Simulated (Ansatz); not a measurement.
Set up this calculation in Ansatz 0.2.0, as the native input.

| Quantity | Value |
| --- | --- |
| Task | single point |
| Functional | PBE |
| Potentials or basis | Ansatz PAW |
| Cutoff | 420 eV (not typed: the program's choice for these potentials) |
| k mesh | 7 × 7 × 7 |
| Occupations | fermi-dirac, width 0.05 eV |
| Spin | no spin polarisation |

The system is BiTe.

```
Bi Te
1.0
     0.00000    3.23500    3.26735
     3.23500    0.00000    3.26735
     3.23500    3.23500    0.00000
Bi Te
1 1
Direct
  0.00000 0.00000 0.00000
  0.50000 0.50000 0.50000
```

The cell isn't the ideal one: strained by +1 %.

One way to write it, as run:

input.yaml

```yaml
crystal:
  lattice:
    - [0.0, 3.235, 3.26735]
    - [3.235, 0.0, 3.26735]
    - [3.235, 3.235, 0.0]
  atoms:
    - { symbol: Bi, position: [0.0, 0.0, 0.0] }
    - { symbol: Te, position: [0.5, 0.5, 0.5] }
hamiltonian:
  xc: pbe
  pseudopotentials: { kind: paw }
kpoints:
  mp_grid: { grid: [7, 7, 7] }
scf:
  occupations: { method: fermi_dirac, width: 0.05 }
output:
  forces: true
  stress: true
  eigenvalues: true
```

Potentials or basis: Ansatz PAW.

Launch:

```sh
$ ansatz run input.yaml --threads 2 --pin off --max-ram 5632MiB --backend cpu --events-out ev --progress --plain --runs-dir out
```

It gave:

| Property | Result |
| --- | --- |
| Pressure | 0.4 GPa |
| Band gap on the k mesh | none (metal or under the smearing width) |

Caveat: spin-orbit coupling is left out, which moves the levels of the heavy elements.

Run time: 1.7 s on 2 threads of Arm Neoverse V2, on a shared host, peak memory 0.36 GiB.
